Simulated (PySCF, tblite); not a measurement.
# C6H7FOSi: geometry, infrared bands and NMR shifts

Aim: predict the infrared bands and NMR shifts of C6H7FOSi (`Fc1cccc(O[SiH3])c1`).

Computed with tblite 0.8.0 and PySCF 2.14.0, with density-fitted response routines of our own, on a single molecule in the gas phase. Atoms count from 0, in the outputs and in this text.

## (1) The molecule as given

16 atoms, charge 0, multiplicity 1; geometry from: force field or distance geometry start.

Bonds of the start (Å): F0–C1 1.33, C1–C2 1.38, C2–C3 1.38, C3–C4 1.40, C4–C5 1.39, C5–O6 1.37, O6–Si7 1.67, C5–C8 1.39, C8–C1 1.40, C2–H9 1.10, C3–H10 1.09, C4–H11 1.09, Si7–H12 1.48, Si7–H13 1.48, Si7–H14 1.49, C8–H15 1.09.

## (2) Optimising the geometry with GFN2-xTB

Job settings and geometry (Å):

```
{"job": {"kind": "relax", "xc": "GFN2-xTB", "basis": "xTB"}, "charge": 0, "multiplicity": 1}
F     -2.065600     2.234600     0.892700
C     -1.596100     1.122500     0.328300
C     -2.446000     0.266400    -0.343100
C     -1.956000    -0.886600    -0.933200
C     -0.597100    -1.196600    -0.802900
C      0.261600    -0.337200    -0.122700
O      1.577100    -0.723100    -0.072400
Si     2.946000    -0.067400     0.612900
C     -0.229800     0.824900     0.459300
H     -3.512100     0.521100    -0.419200
H     -2.621500    -1.568200    -1.464300
H     -0.209400    -2.107300    -1.260200
H      4.101500    -0.948700     0.351900
H      2.760100     0.067800     2.072600
H      3.190800     1.280600     0.033200
H      0.388700     1.526000     1.014800
```

Run with:

```
$ OMP_NUM_THREADS=1 python probes_run.py task.json out
```

One launch serves the whole session: the jobs run in the order shown.

**Question.** This job is followed by: GFN2-xTB harmonic vibrations, gas phase; GIAO PBE0/pcSseg-1 NMR shielding, non-relativistic, gas phase. What will the session give for the following? strongest single infrared mode (GFN2-xTB); zero-point energy (GFN2-xTB); 13C shifts against TMS (PBE0/pcSseg-1); 1H shifts against TMS (PBE0/pcSseg-1, means over atoms taken as alike); 19F shifts against CFCl3 (PBE0/pcSseg-1); 17O shifts against H2O (PBE0/pcSseg-1); 29Si shifts against TMS (PBE0/pcSseg-1).

The runs gave:

| quantity | value |
| --- | --- |
| strongest single infrared mode (GFN2-xTB) | 2242 cm⁻¹, 399 km/mol |
| zero-point energy (GFN2-xTB) | 67.8 kcal/mol |
| 13C shifts against TMS (PBE0/pcSseg-1) | 173.5, 163.5, 136.4, 121.1, 113.6, 106.7 ppm |
| 1H shifts against TMS (PBE0/pcSseg-1, means over atoms taken as alike) | 7.56, 7.03, 6.97, 6.54, 5.14 ppm |
| 19F shifts against CFCl3 (PBE0/pcSseg-1) | -114.8 ppm |
| 17O shifts against H2O (PBE0/pcSseg-1) | 96.0 ppm |
| 29Si shifts against TMS (PBE0/pcSseg-1) | -42.5 ppm |

**Reading.** Over 21 steps the energy fell by 0.163 eV; of the close pairs, O6–Si7 changed most, 1.665 to 1.630 Å. All 42 modes are real, so the xTB geometry is a minimum. The strongest single mode, at 2242 cm⁻¹, moves mainly H14 and H13. Unscaled tight-binding wavenumbers are off by several per cent, some by more. Its intensities can rank the bands wrongly. At PBE0/pcSseg-1: Shielding is most anisotropic at C3 (span 236 ppm, paramagnetic term -205 ppm). NICS(1)zz of -26 ppm above the planar ring from C1 marks a diatropic (aromatic) ring current.
